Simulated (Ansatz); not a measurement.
# C5H6F2: one species, many methods

The task here is to estimate one member of a computed series from the others.

Computed with Ansatz 0.2.0, Gaussian basis. Level: functionals in def2-TZVPP, the program's frozen cores in correlated methods.

Plan: LDA (SPW92), PBE-D4, revPBE-D4, BLYP-D4, r2SCAN-D4, B97M-V, PBE0-D4, B3LYP-D4, r2SCANh-D4, r2SCAN0-D4, HSE06-D4, BHLYP-D4, CAM-B3LYP-D4, LC-ωPBE, ωB97X-V, ωB97M-V, B2PLYP, PBE-QIDH; CCSD(T)/def2-SVP; CCSD(T)/def2-TZVPP; MP2/def2-QZVPP; extrapolation to the limit; RPA on PBE.

1 further run of the same task is left out (it didn't finish).

## The relaxed structure

All runs share one geometry, relaxed beforehand with PBE0-D4 in a triple-zeta def2 set.

SMILES `FC1=CCCC1F`, 13 atoms, charge 0, spin multiplicity 1.

Atoms are counted from 1 here; the program's logs count them from 0.

Bond lengths: F1–C2 1.329 Å, C2–C3 1.324 Å, C2–C6 1.489 Å, C3–C4 1.496 Å, C3–H8 1.082 Å, C4–C5 1.541 Å, C4–H9 1.095 Å, C4–H10 1.093 Å, C5–C6 1.523 Å, C5–H11 1.090 Å, C5–H12 1.092 Å, C6–F7 1.396 Å, C6–H13 1.093 Å. Angles: F1–C2–C3 126.4°, F1–C2–C6 119.4°, C3–C2–C6 114.1°, C2–C3–C4 110.5°, C2–C3–H8 124.9°, C4–C3–H8 124.6°, C3–C4–C5 103.6°, C3–C4–H9 110.8°, C3–C4–H10 112.2°, C5–C4–H9 112.3°, C5–C4–H10 111.6°, H9–C4–H10 106.5°, C4–C5–C6 106.5°, C4–C5–H11 113.6°, C4–C5–H12 109.8°, C6–C5–H11 110.2°, C6–C5–H12 109.0°, H11–C5–H12 107.6° and more.

Set-up of the first run:

Contents of in.yaml:

```yaml
crystal:
  periodic: [false, false, false]
  atoms:
    - {symbol: F, position_ang: [-1.766103, -1.024149, 1.652056]}
    - {symbol: C, position_ang: [-0.803282, -0.580935, 0.849938]}
    - {symbol: C, position_ang: [0.433747, -1.047722, 0.773599]}
    - {symbol: C, position_ang: [1.228278, -0.262941, -0.221773]}
    - {symbol: C, position_ang: [0.171201, 0.616515, -0.917668]}
    - {symbol: C, position_ang: [-1.065970, 0.592320, -0.029145]}
    - {symbol: F, position_ang: [-1.158061, 1.747752, 0.748453]}
    - {symbol: H, position_ang: [0.826376, -1.862645, 1.367592]}
    - {symbol: H, position_ang: [1.999446, 0.332397, 0.278711]}
    - {symbol: H, position_ang: [1.747923, -0.907173, -0.935974]}
    - {symbol: H, position_ang: [0.496738, 1.644289, -1.080602]}
    - {symbol: H, position_ang: [-0.081557, 0.191599, -1.891037]}
    - {symbol: H, position_ang: [-2.008237, 0.525893, -0.579452]}
basis:
  gaussian: {orbitals: def2-TZVPP}
hamiltonian: {xc: lda}
output: {orbitals: {seedname: orbitals}}
```

The run is started by

```
> ansatz run in.yaml --threads 2 --pin off --events-out ev --progress --plain --max-ram 32768MiB --backend cuda --devices 0, --max-vram 18GiB
```

Steps of the session up to this table: LDA; PBE-D4 (GGA); revPBE-D4 (GGA); BLYP-D4 (GGA); r2SCAN-D4 (meta-GGA); B97M-V (meta-GGA); B3LYP-D4 (hybrid); r2SCANh-D4 (hybrid); r2SCAN0-D4 (hybrid); HSE06-D4 (hybrid); BHLYP-D4 (hybrid); CAM-B3LYP-D4 (range-separated); LC-ωPBE (range-separated); ωB97X-V (range-separated); ωB97M-V (range-separated); B2PLYP (double hybrid); PBE-QIDH (double hybrid).

One table of the session follows, with a row left open; its other results are not shown here.

It belongs to the step «Frontier levels by functional». 

```
  functional  HOMO (eV)  gap (eV)
 LDA (SPW92)      -6.40      5.13
      PBE-D4      -6.22      5.20
   revPBE-D4          ?         ?
     BLYP-D4      -6.10      5.19
   r2SCAN-D4      -6.43      5.65
      B97M-V      -6.49      5.77
     PBE0-D4      -7.44      7.45
    B3LYP-D4      -7.24      6.98
  r2SCANh-D4      -6.89      6.48
  r2SCAN0-D4      -7.59      7.73
    HSE06-D4      -7.04      6.66
    BHLYP-D4      -8.54      9.66
CAM-B3LYP-D4      -8.80      9.93
     LC-ωPBE     -10.13     12.48
     ωB97X-V      -9.76     12.03
     ωB97M-V      -9.67     11.80
```

Estimate the missing values for revPBE-D4.

The run gave: HOMO (eV): -6.15; gap (eV): 5.23. In the column «HOMO (eV)» it lies between PBE-D4 (-6.22) and BLYP-D4 (-6.10).
